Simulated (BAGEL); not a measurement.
# BNH4 (SMILES BN): HF/def2-TZVPP (density fitting with qzvpp-jkfit)

What is the electronic atomisation energy of BNH4 at HF/def2-TZVPP (density fitting with qzvpp-jkfit)? 

The calculation is run with BAGEL 1.2.2.

6 further runs of the same task are left out: 6 set aside as unsound or not needed. Runs told in other sessions of the task aren't counted.

## (1) The system as given

BNH4: 6 atoms, total charge 0, spin state singlet. SMILES: `BN`. The shape is that of a PBE0-D4/def2-TZVP optimisation.

Bond lengths: B1–N2 1.385 Å, B1–H3 1.197 Å, B1–H4 1.197 Å, N2–H5 1.006 Å, N2–H6 1.006 Å. Angles: B1–N2–H5 123.2°, B1–N2–H6 123.2°, N2–B1–H3 119.0°, N2–B1–H4 119.0°, H5–N2–H6 113.5°, H3–B1–H4 122.0°.

## (2) The energy at HF/def2-TZVPP (density fitting with qzvpp-jkfit)

Contents of input.json:

```json
{ "bagel": [

{
  "title": "molecule",
  "basis": "tzvpp",
  "df_basis": "qzvpp-jkfit",
  "angstrom": true,
  "geometry": [
    { "atom": "B", "xyz": [   -0.128200,   -0.679600,   -0.025600 ] },
    { "atom": "N", "xyz": [    0.146100,    0.677400,    0.010800 ] },
    { "atom": "H", "xyz": [    0.225800,   -1.368000,    0.887500 ] },
    { "atom": "H", "xyz": [   -0.712000,   -1.128700,   -0.969200 ] },
    { "atom": "H", "xyz": [   -0.121600,    1.313700,   -0.720800 ] },
    { "atom": "H", "xyz": [    0.632000,    1.121400,    0.771300 ] }
  ]
},
{ "title": "hf", "charge": 0 },
{ "title": "print", "file": "orbitals.molden", "orbitals": true }

]}
```

The run is started by

```bash
BAGEL_NUM_THREADS=1 BAGEL input.json > input.out
```

Output:

```text
* using 1 threads per process

  ===============================================================
  ===============================================================

  *** Geometry ***

  { "atom" : "B", "xyz" : [     -0.242263,     -1.284258,     -0.048377 ] },
  { "atom" : "N", "xyz" : [      0.276089,      1.280100,      0.020409 ] },
  { "atom" : "H", "xyz" : [      0.426700,     -2.585145,      1.677132 ] },
  { "atom" : "H", "xyz" : [     -1.345485,     -2.132934,     -1.831523 ] },
  { "atom" : "H", "xyz" : [     -0.229791,      2.482533,     -1.362115 ] },
  { "atom" : "H", "xyz" : [      1.194307,      2.119139,      1.457546 ] },

  Number of auxiliary basis functions:      224

  Since a DF basis is specified, we compute 2- and 3-index integrals:
    o Being stored without compression. Storage requirement is 0.025 GB

  Number of basis functions:      118
  Number of electrons      :       16

    * METHOD: MOLECULE                             0.14

  *** RHF ***

  === Nuclear Repulsion ===
    32.3160930479

      * DIIS with orbital gradients will be used.

  === RHF iteration (tzvpp) ===
      0        -81.39858089          0.02086077           0.02
      1        -81.48944802          0.01215813           0.03
      2        -81.52866770          0.00157234           0.03
      3        -81.52964588          0.00016689           0.03
      4        -81.52965672          0.00004128           0.03
      5        -81.52965755          0.00000754           0.03
      6        -81.52965758          0.00000155           0.03
      7        -81.52965758          0.00000033           0.03
      8        -81.52965758          0.00000009           0.03
      9        -81.52965758          0.00000004           0.03
     10        -81.52965758          0.00000001           0.03
    * SCF iteration converged.

    * Permanent dipole moment:
           (   -0.134436,    -0.665680,    -0.017827) a.u.

    * METHOD: HF                                   0.39

    * METHOD: PRINT                                0.04

  ===============================================================
```

Wall time 0.72 s (1 thread of Arm Neoverse N1, shared host).

## (3) The B atom at the same level

Contents of job.json:

```json
{ "bagel" : [

{
  "title" : "molecule",
  "basis" : "tzvpp",
  "df_basis" : "qzvpp-jkfit",
  "angstrom" : true,
  "geometry" : [
    { "atom" : "B", "xyz" : [    0.000000,    0.000000,    0.000000 ] }
  ]
},
{
  "title" : "uhf",
  "nopen" : 1
},
{
  "title" : "print",
  "file" : "orbitals.molden",
  "orbitals" : true
}

]}
```

Run the same way, it converges to -24.53233 Eh (log not shown).

## (4) The H atom at the same level

Contents of job.json:

```json
{ "bagel": [

{
  "title": "molecule",
  "basis": "tzvpp",
  "df_basis": "qzvpp-jkfit",
  "angstrom": true,
  "geometry": [
    { "atom": "H", "xyz": [    0.000000,    0.000000,    0.000000 ] }
  ]
},
{
  "title": "uhf",
  "nopen": 1
},
{
  "title": "print",
  "file": "orbitals.molden",
  "orbitals": true
}

]}
```

Run the same way, it converges to -0.49981 Eh (log not shown).

## (5) The N atom, same level

Contents of input.json:

```json
{ "bagel": [

{
  "title": "molecule",
  "basis": "tzvpp",
  "df_basis": "qzvpp-jkfit",
  "angstrom": true,
  "geometry": [
    { "atom": "N", "xyz": [       0.000000,       0.000000,       0.000000 ] }
  ]
},

{ "title": "uhf", "charge": 0, "nopen": 3 },

{ "title": "print", "file": "orbitals.molden", "orbitals": true }

]}
```

Run the same way, it converges to -54.40274 Eh (log not shown).

## (6) Outcome

At HF/def2-TZVPP (density fitting with qzvpp-jkfit):

```
                     quantity         value
       molecule: total energy  -81.52966 Eh
      molecule: dipole moment        1.73 D
        molecule: HOMO energy     -11.98 eV
        molecule: LUMO energy       3.29 eV
      molecule: HOMO–LUMO gap      15.27 eV
         B atom: total energy  -24.53233 Eh
        B atom: dipole moment        0.00 D
                 B atom: ⟨S²⟩         0.761
         H atom: total energy   -0.49981 Eh
        H atom: dipole moment        0.00 D
                 H atom: ⟨S²⟩         0.750
         N atom: total energy  -54.40274 Eh
        N atom: dipole moment        0.00 D
                 N atom: ⟨S²⟩         3.758
electronic atomisation energy     16.200 eV
```

**Reading.** Taking the molecule apart into free atoms costs 16.20 eV (1563 kJ/mol), before zero-point energy and without spin-orbit coupling. Hartree–Fock lacks the correlation of the bonding pairs, which as a rule makes this value much too low; in minimal bases other errors can mask that.
